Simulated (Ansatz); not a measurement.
**Ir: energy and stress against strain**

This session takes Ir and sets out to see how energy and stress answer to the strain pattern (0, 0, 0, 0, 0, 1).

Program: Ansatz 0.2.0. Level of theory: DFT PBEsol, scalar-relativistic, plane waves, PAW. These are calculated values, not measurements.

### Step 1. The starting structure

It takes space group P6_3/mmc (No. 194, hexagonal). Conventional cell: a = 2.751 Å, b = 2.751 Å, c = 4.462 Å, α = 90.00°, β = 90.00°, γ = 120.00°. Ir (site symmetry -6m2) is surrounded by 12 Ir at 2.74 to 2.75 Å.

As a file:

```
Ir
1.0
     2.75138    0.00000    0.00000
    -1.37569    2.38276    0.00000
     0.00000    0.00000    4.46229
Ir
2
Cartesian
  1.3757 0.7943 3.3467
  0.0000 1.5885 1.1156
```

It goes back to an entry of the Materials Project, which need not be the stable form.

The cell is taken as given, not relaxed at this level.

### Step 2. Zero of energy

The reference gives a free energy of -23597.8856 eV, pressure -12.50 GPa, largest force 0.000 eV/Å and gap on the mesh none (metal). It was computed beforehand with the settings of the runs below.

### Step 3. The scan: energy and stress against strain

The cell is strained by ε times the Voigt pattern (0, 0, 0, 0, 0, 1) (xx, yy, zz, yz, xz, xy; engineering shear), with fractional coordinates fixed (clamped ions). The stress on the pattern is the sum of the stress components weighted by it, tension positive.

### Step 4. Point ε = -0.1500

File input.yaml:

```yaml
crystal:
  lattice:
    - [2.7513778946, -0.2063533421, 0.0]
    - [-1.5543961837, 2.4859398232, 0.0]
    - [0.0, 0.0, 4.46229]
  atoms:
    - { symbol: Ir, position: [0.6666666667, 0.3333333333, 0.75] }
    - { symbol: Ir, position: [0.3333333333, 0.6666666667, 0.25] }
basis:
  ecutwfc: 420
kpoints:
  mp_grid: { grid: [18, 18, 12] }
hamiltonian:
  xc: pbesol
scf:
  occupations: { method: gaussian, width: 0.15 }
output:
  forces: true
  stress: true
  eigenvalues: true
```

The run is started by

```bash
ansatz run input.yaml --threads 1 --pin off --max-ram 2560MiB --backend cpu --events-out ev --progress --plain --runs-dir out
```

Standard output (excerpt; [...] marks lines left out):

```text
Warning: RAYON_NUM_THREADS=1 ignored (pool sized by the plan → 1); use --threads N
[...]
Pseudopotentials: kind: paw
Pseudopotential: Ir, paw, valence charge 17, recommended cutoff 420 eV (normal), Ir.paw.azcp
Functional definition: PBEsol
[...]
Crystal: 2 atoms, lattice volume = 29.090 Å³
Basis set: ecut = 420 eV, 575 PW (Γ), exchange–correlation on 40×40×60 points (8 copies of the dense FFT grid, shifted against one another)
Bands: 21, of which v1, the nominal top of the filled ones, is band 17 counted from 1 (16 counted from 0)
Symmetry: 4 space group operations
Space group: P21/m (ITA 11), of the structure as read, at distance tolerance 3.1e-5 Å
k-points: 1148 of 3888
[...]
SCF iter   1: F=—  HF=-23597.507475 eV  |F-HF|=—  |Δ(HF+E_count)|=         —  Δρ=1.00e-2  dr2=1.55e-2  ethr=1.77e-3  ⟨swp⟩=4.4  Hψ=90114  notcnv=0
[...]
SCF iter   6: F=-23597.506498 eV  HF=-23597.506498 eV  |F-HF|=4.37e-11  |Δ(HF+E_count)|=   5.29e-9  Δρ=1.85e-6  dr2=2.77e-10  ethr=4.48e-11  ⟨swp⟩=1.7  Hψ=77139  notcnv=0
[...]
SCF converged after 6 iterations
Free energy (F): -23597.506498 eV
[...]
E sigma→0 (E₀):  -23597.491763 eV
Entropy (-TS):   -0.029470 eV (-14.735 meV/atom)
Fermi energy:    24.839896 eV
[...]
--- Forces (eV/Å), atoms counted from 1 ---
  atom   1  Ir    -0.25314102     0.01417722    -0.00000000
  atom   2  Ir     0.25314102    -0.01417722     0.00000000
[...]
--- Stress (GPa, compression-positive) ---
       -6.129578      26.530441      -0.000000
       26.530441       6.953077      -0.000000
       -0.000000      -0.000000     -13.631994
  P = ⅓ Tr σ = -4.2695 GPa (-42.695 kbar)
--- Band table (eV; the first three rows and the last of 1148) ---
  k-point 0: bands = ["-68.0056", "-67.9460", "-25.2437", "-24.6124", "-24.5138", "-24.5107", "-24.4936", "-24.3891", "13.8859", "16.9114", "19.7999", "20.4052", "21.0935", "22.2537", "22.7551", "23.0083", "23.2348", "24.0432", "24.7912", "25.5360", "31.6144"]
[...]
```

Wall time 32 s (1 thread of Arm Neoverse V1, shared host); peak memory 0.77 GiB.

### Step 5. ε = 0.1125

input.yaml, as its differences from that of step 4:

```diff
@@ -2,4 +2,4 @@
   lattice:
-    - [2.7513778946, -0.2063533421, 0.0]
-    - [-1.5543961837, 2.4859398232, 0.0]
+    - [2.7513778946, 0.1547650066, 0.0]
+    - [-1.24165852, 2.3053806488, 0.0]
     - [0.0, 0.0, 4.46229]
```

The run is started by

```bash
ansatz run input.yaml --threads 1 --pin off --max-ram 2560MiB --backend cpu --events-out ev --progress --plain --runs-dir out
```

Standard output (excerpt; [...] marks lines left out):

```text
[...]
SCF converged after 6 iterations
Free energy (F): -23597.669415 eV
[...]
E sigma→0 (E₀):  -23597.655481 eV
Entropy (-TS):   -0.027870 eV (-13.935 meV/atom)
Fermi energy:    24.787328 eV
[...]
--- Forces (eV/Å), atoms counted from 1 ---
  atom   1  Ir     0.16773884     0.01329241     0.00000000
  atom   2  Ir    -0.16773884    -0.01329241    -0.00000000
[...]
--- Stress (GPa, compression-positive) ---
       -8.953093     -21.114398      -0.000000
      -21.114397      -1.652954      -0.000000
       -0.000000      -0.000000     -12.999662
  P = ⅓ Tr σ = -7.8686 GPa (-78.686 kbar)
--- Band table (eV; the first three rows and the last of 1148) ---
  k-point 0: bands = ["-68.0864", "-68.0275", "-25.3084", "-24.6927", "-24.6068", "-24.5910", "-24.5850", "-24.5017", "13.8305", "16.8717", "20.0587", "20.6583", "21.0615", "22.2699", "22.2756", "22.7977", "22.8164", "23.9838", "24.8041", "25.3568", "31.5446"]
[...]
```

It took 31 s on 1 thread of Arm Neoverse V1, shared host; peak memory 0.77 GiB.

### Step 6. Point ε = -0.0750

input.yaml, as its differences from that of step 5:

```diff
@@ -2,4 +2,4 @@
   lattice:
-    - [2.7513778946, 0.1547650066, 0.0]
-    - [-1.24165852, 2.3053806488, 0.0]
+    - [2.7513778946, -0.103176671, 0.0]
+    - [-1.4650425655, 2.4343514876, 0.0]
     - [0.0, 0.0, 4.46229]
```

The run is started by

```bash
ansatz run input.yaml --threads 1 --pin off --max-ram 2560MiB --backend cpu --events-out ev --progress --plain --runs-dir out
```

Standard output (excerpt; [...] marks lines left out):

```text
Warning: RAYON_NUM_THREADS=1 ignored (pool sized by the plan → 1); use --threads N
[...]
[... 3 set-up lines as earlier in the session ...]
[...]
Crystal: 2 atoms, lattice volume = 29.213 Å³
Basis set: ecut = 420 eV, 575 PW (Γ), exchange–correlation on 40×40×60 points (8 copies of the dense FFT grid, shifted against one another)
Bands: 21, of which v1, the nominal top of the filled ones, is band 17 counted from 1 (16 counted from 0)
[... 2 set-up lines as earlier in the session ...]
k-points: 1148 of 3888
[...]
SCF iter   1: F=—  HF=-23597.790539 eV  |F-HF|=—  |Δ(HF+E_count)|=         —  Δρ=1.04e-2  dr2=1.76e-2  ethr=1.77e-3  ⟨swp⟩=4.4  Hψ=90095  notcnv=0
[...]
SCF iter   6: F=-23597.789126 eV  HF=-23597.789126 eV  |F-HF|=1.78e-10  |Δ(HF+E_count)|=   2.82e-9  Δρ=1.79e-6  dr2=3.70e-10  ethr=2.53e-11  ⟨swp⟩=2.1  Hψ=73328  notcnv=0
[...]
SCF converged after 6 iterations
Free energy (F): -23597.789126 eV
[...]
E sigma→0 (E₀):  -23597.775894 eV
Entropy (-TS):   -0.026464 eV (-13.232 meV/atom)
Fermi energy:    24.746025 eV
[...]
--- Forces (eV/Å), atoms counted from 1 ---
  atom   1  Ir    -0.09824185     0.00752204     0.00000000
  atom   2  Ir     0.09824185    -0.00752204     0.00000000
[...]
--- Stress (GPa, compression-positive) ---
      -10.905989      14.406552       0.000000
       14.406552      -7.627537       0.000000
        0.000000       0.000000     -12.813839
  P = ⅓ Tr σ = -10.4491 GPa (-104.491 kbar)
--- Band table (eV; the first three rows and the last of 1148) ---
  k-point 0: bands = ["-68.1453", "-68.0868", "-25.3572", "-24.7459", "-24.6915", "-24.6438", "-24.6384", "-24.5864", "13.7910", "16.8419", "20.3506", "20.8673", "21.1065", "21.8288", "22.3024", "22.3897", "22.6565", "23.9408", "24.8375", "25.2025", "31.4934"]
[...]
```

Run time: 32 s. Hardware: 1 thread of Arm Neoverse V1, shared host; peak memory 0.77 GiB.

### Step 7. At ε = 0.0375

input.yaml, as its differences from that of step 6:

```diff
@@ -2,4 +2,4 @@
   lattice:
-    - [2.7513778946, -0.103176671, 0.0]
-    - [-1.4650425655, 2.4343514876, 0.0]
+    - [2.7513778946, 0.0515883355, 0.0]
+    - [-1.3310121382, 2.3569689844, 0.0]
     - [0.0, 0.0, 4.46229]
```

The run is started by

```bash
ansatz run input.yaml --threads 1 --pin off --max-ram 2560MiB --backend cpu --events-out ev --progress --plain --runs-dir out
```

Standard output (excerpt; [...] marks lines left out):

```text
Warning: RAYON_NUM_THREADS=1 ignored (pool sized by the plan → 1); use --threads N
[...]
[... 3 set-up lines as earlier in the session ...]
[...]
Crystal: 2 atoms, lattice volume = 29.244 Å³
Basis set: ecut = 420 eV, 579 PW (Γ), exchange–correlation on 40×40×60 points (8 copies of the dense FFT grid, shifted against one another)
Bands: 21, of which v1, the nominal top of the filled ones, is band 17 counted from 1 (16 counted from 0)
[... 2 set-up lines as earlier in the session ...]
k-points: 1148 of 3888
[...]
SCF iter   1: F=—  HF=-23597.862910 eV  |F-HF|=—  |Δ(HF+E_count)|=         —  Δρ=1.04e-2  dr2=1.79e-2  ethr=1.77e-3  ⟨swp⟩=4.4  Hψ=89999  notcnv=0
[...]
SCF iter   6: F=-23597.861463 eV  HF=-23597.861463 eV  |F-HF|=2.26e-10  |Δ(HF+E_count)|=  9.90e-10  Δρ=1.52e-6  dr2=3.39e-10  ethr=1.35e-11  ⟨swp⟩=2.1  Hψ=73891  notcnv=0
[...]
SCF converged after 6 iterations
Free energy (F): -23597.861463 eV
[...]
E sigma→0 (E₀):  -23597.848439 eV
Entropy (-TS):   -0.026047 eV (-13.024 meV/atom)
Fermi energy:    24.722887 eV
[...]
--- Forces (eV/Å), atoms counted from 1 ---
  atom   1  Ir     0.04481041     0.00242093     0.00000000
  atom   2  Ir    -0.04481041    -0.00242093     0.00000000
[...]
--- Stress (GPa, compression-positive) ---
      -12.043085      -7.273579       0.000000
       -7.273579     -11.206508       0.000000
        0.000000       0.000000     -12.707305
  P = ⅓ Tr σ = -11.9856 GPa (-119.856 kbar)
--- Band table (eV; the first three rows and the last of 1148) ---
  k-point 0: bands = ["-68.1802", "-68.1220", "-25.3862", "-24.7727", "-24.7466", "-24.6701", "-24.6699", "-24.6420", "13.7674", "16.8235", "20.6740", "20.9234", "21.3389", "21.4133", "22.0092", "22.3548", "22.5287", "23.9153", "24.8935", "25.0750", "31.4627"]
[...]
```

It took 30 s on 1 thread of Arm Neoverse V1, shared host; peak memory 0.77 GiB.

### Step 8. ε = 0.1312

input.yaml, as its differences from that of step 7:

```diff
@@ -2,4 +2,4 @@
   lattice:
-    - [2.7513778946, 0.0515883355, 0.0]
-    - [-1.3310121382, 2.3569689844, 0.0]
+    - [2.7513778946, 0.1804903899, 0.0]
+    - [-1.2193796845, 2.2925179572, 0.0]
     - [0.0, 0.0, 4.46229]
```

The run is started by

```bash
ansatz run input.yaml --threads 1 --pin off --max-ram 2560MiB --backend cpu --events-out ev --progress --plain --runs-dir out
```

Standard output (excerpt; [...] marks lines left out):

```text
[...]
SCF converged after 6 iterations
Free energy (F): -23597.593081 eV
[...]
E sigma→0 (E₀):  -23597.578606 eV
Entropy (-TS):   -0.028950 eV (-14.475 meV/atom)
Fermi energy:    24.812827 eV
[...]
--- Forces (eV/Å), atoms counted from 1 ---
  atom   1  Ir     0.20841527     0.01532123     0.00000000
  atom   2  Ir    -0.20841527    -0.01532123    -0.00000000
[...]
--- Stress (GPa, compression-positive) ---
       -7.649744     -24.015729      -0.000000
      -24.015729       2.302478      -0.000000
       -0.000000      -0.000000     -13.237830
  P = ⅓ Tr σ = -6.1950 GPa (-61.950 kbar)
--- Band table (eV; the first three rows and the last of 1148) ---
  k-point 0: bands = ["-68.0487", "-67.9894", "-25.2779", "-24.6558", "-24.5542", "-24.5539", "-24.5514", "-24.4490", "13.8561", "16.8904", "19.9255", "20.5322", "21.0734", "22.2601", "22.5106", "22.9080", "23.0120", "24.0113", "24.7953", "25.4430", "31.5772"]
[...]
```

Wall time 30 s (1 thread of Arm Neoverse V1, shared host); peak memory 0.77 GiB.

### Step 9. At ε = 0.0937

input.yaml, as its differences from that of step 8:

```diff
@@ -2,4 +2,4 @@
   lattice:
-    - [2.7513778946, 0.1804903899, 0.0]
-    - [-1.2193796845, 2.2925179572, 0.0]
+    - [2.7513778946, 0.1289020544, 0.0]
+    - [-1.2640564936, 2.3183121249, 0.0]
     - [0.0, 0.0, 4.46229]
```

The run is started by

```bash
ansatz run input.yaml --threads 1 --pin off --max-ram 2560MiB --backend cpu --events-out ev --progress --plain --runs-dir out
```

Standard output (excerpt; [...] marks lines left out):

```text
Warning: RAYON_NUM_THREADS=1 ignored (pool sized by the plan → 1); use --threads N
[...]
[... 3 set-up lines as earlier in the session ...]
[...]
Crystal: 2 atoms, lattice volume = 29.190 Å³
Basis set: ecut = 420 eV, 575 PW (Γ), exchange–correlation on 40×36×60 points (8 copies of the dense FFT grid, shifted against one another)
Bands: 21, of which v1, the nominal top of the filled ones, is band 17 counted from 1 (16 counted from 0)
[... 2 set-up lines as earlier in the session ...]
k-points: 1148 of 3888
[...]
SCF iter   1: F=—  HF=-23597.736585 eV  |F-HF|=—  |Δ(HF+E_count)|=         —  Δρ=1.03e-2  dr2=1.72e-2  ethr=1.77e-3  ⟨swp⟩=4.4  Hψ=90034  notcnv=0
[...]
SCF iter   6: F=-23597.735232 eV  HF=-23597.735232 eV  |F-HF|=1.13e-10  |Δ(HF+E_count)|=   3.91e-9  Δρ=1.86e-6  dr2=3.56e-10  ethr=3.32e-11  ⟨swp⟩=2.1  Hψ=73521  notcnv=0
[...]
SCF converged after 6 iterations
Free energy (F): -23597.735232 eV
[...]
E sigma→0 (E₀):  -23597.721771 eV
Entropy (-TS):   -0.026922 eV (-13.461 meV/atom)
Fermi energy:    24.764513 eV
[...]
--- Forces (eV/Å), atoms counted from 1 ---
  atom   1  Ir     0.13086406     0.01030592     0.00000000
  atom   2  Ir    -0.13086406    -0.01030592     0.00000000
[...]
--- Stress (GPa, compression-positive) ---
      -10.039286     -17.847503       0.000000
      -17.847502      -4.958939       0.000000
        0.000000       0.000000     -12.882450
  P = ⅓ Tr σ = -9.2936 GPa (-92.936 kbar)
--- Band table (eV; the first three rows and the last of 1148) ---
  k-point 0: bands = ["-68.1188", "-68.0601", "-25.3352", "-24.7227", "-24.6529", "-24.6209", "-24.6143", "-24.5477", "13.8087", "16.8554", "20.2010", "20.7773", "21.0656", "22.0476", "22.2838", "22.5896", "22.7322", "23.9601", "24.8181", "25.2762", "31.5164"]
[...]
```

Wall time 31 s (1 thread of Arm Neoverse V1, shared host); peak memory 0.77 GiB.

### Step 10. ε = 0.0562

input.yaml, as its differences from that of step 9:

```diff
@@ -2,4 +2,4 @@
   lattice:
-    - [2.7513778946, 0.1289020544, 0.0]
-    - [-1.2640564936, 2.3183121249, 0.0]
+    - [2.7513778946, 0.0773137188, 0.0]
+    - [-1.3087333027, 2.3441062927, 0.0]
     - [0.0, 0.0, 4.46229]
```

The run is started by

```bash
ansatz run input.yaml --threads 1 --pin off --max-ram 2560MiB --backend cpu --events-out ev --progress --plain --runs-dir out
```

Standard output (excerpt; [...] marks lines left out):

```text
[...]
SCF converged after 6 iterations
Free energy (F): -23597.831387 eV
[...]
E sigma→0 (E₀):  -23597.818265 eV
Entropy (-TS):   -0.026244 eV (-13.122 meV/atom)
Fermi energy:    24.732134 eV
[...]
--- Forces (eV/Å), atoms counted from 1 ---
  atom   1  Ir     0.06964881     0.00484968     0.00000000
  atom   2  Ir    -0.06964881    -0.00484968     0.00000000
[...]
--- Stress (GPa, compression-positive) ---
      -11.574354     -10.857816       0.000000
      -10.857816      -9.715017       0.000000
        0.000000       0.000000     -12.756608
  P = ⅓ Tr σ = -11.3487 GPa (-113.487 kbar)
--- Band table (eV; the first three rows and the last of 1148) ---
  k-point 0: bands = ["-68.1658", "-68.1074", "-25.3743", "-24.7626", "-24.7228", "-24.6602", "-24.6571", "-24.6179", "13.7772", "16.8312", "20.5089", "20.9101", "21.2040", "21.6167", "22.1955", "22.3260", "22.5886", "23.9258", "24.8627", "25.1353", "31.4754"]
[...]
```

Wall time 29 s (1 thread of Arm Neoverse V1, shared host); peak memory 0.76 GiB.

### Step 11. Point ε = 0.0187

input.yaml, as its differences from that of step 10:

```diff
@@ -2,4 +2,4 @@
   lattice:
-    - [2.7513778946, 0.0773137188, 0.0]
-    - [-1.3087333027, 2.3441062927, 0.0]
+    - [2.7513778946, 0.0257253833, 0.0]
+    - [-1.3534101118, 2.3699004605, 0.0]
     - [0.0, 0.0, 4.46229]
```

The run is started by

```bash
ansatz run input.yaml --threads 1 --pin off --max-ram 2560MiB --backend cpu --events-out ev --progress --plain --runs-dir out
```

Standard output (excerpt; [...] marks lines left out):

```text
[...]
SCF converged after 6 iterations
Free energy (F): -23597.879619 eV
[...]
E sigma→0 (E₀):  -23597.866677 eV
Entropy (-TS):   -0.025885 eV (-12.943 meV/atom)
Fermi energy:    24.717735 eV
[...]
--- Forces (eV/Å), atoms counted from 1 ---
  atom   1  Ir     0.02199038     0.00065789     0.00000000
  atom   2  Ir    -0.02199038    -0.00065789     0.00000000
[...]
--- Stress (GPa, compression-positive) ---
      -12.322116      -3.634759       0.000000
       -3.634759     -12.112631       0.000000
        0.000000       0.000000     -12.672812
  P = ⅓ Tr σ = -12.3692 GPa (-123.692 kbar)
--- Band table (eV; the first three rows and the last of 1148) ---
  k-point 0: bands = ["-68.1888", "-68.1306", "-25.3932", "-24.7762", "-24.7633", "-24.6779", "-24.6729", "-24.6591", "13.7615", "16.8189", "20.8479", "20.9270", "21.2165", "21.4929", "21.8288", "22.3893", "22.4757", "23.9089", "24.9302", "25.0206", "31.4551"]
[...]
```

Wall time 29 s (1 thread of Arm Neoverse V1, shared host); peak memory 0.77 GiB.

### Step 12. All points together

All points in order; energies are free energies above the reference cell:

```tsv
ε	ΔE (meV/atom)	stress on the pattern (GPa)	pressure (GPa)
-0.1500	189.6	-26.53	-4.3
-0.0750	48.3	-14.41	-10.4
0.0000	0.0	0.00	-12.5
0.0187	3.0	3.63	-12.4
0.0375	12.1	7.27	-12.0
0.0562	27.1	10.86	-11.3
0.0937	75.2	17.85	-9.3
0.1125	108.1	21.11	-7.9
0.1312	146.3	24.02	-6.2
```

Not run, since symmetry makes them alike: 0.1500 repeats -0.1500, -0.1125 repeats 0.1125, 0.0750 repeats -0.0750, -0.0375 repeats 0.0375. Energy, pressure and gap are the same there.

### Step 13. What came out

| quantity | value |
| --- | --- |
| slope of the stress at ε = 0, from the points at -0.0750, 0 and 0.0187 | 194 GPa |

**Reading.** From the stress slope, C66 is about 194 GPa with the ions clamped; letting the atoms relax could not make it stiffer. The step is wide, so higher orders mix in. The reference stands under -12.5 GPa, so this is no zero-stress constant. The undisturbed cell stays the lowest of the sampled points. Spin-orbit coupling is left out for Ir.
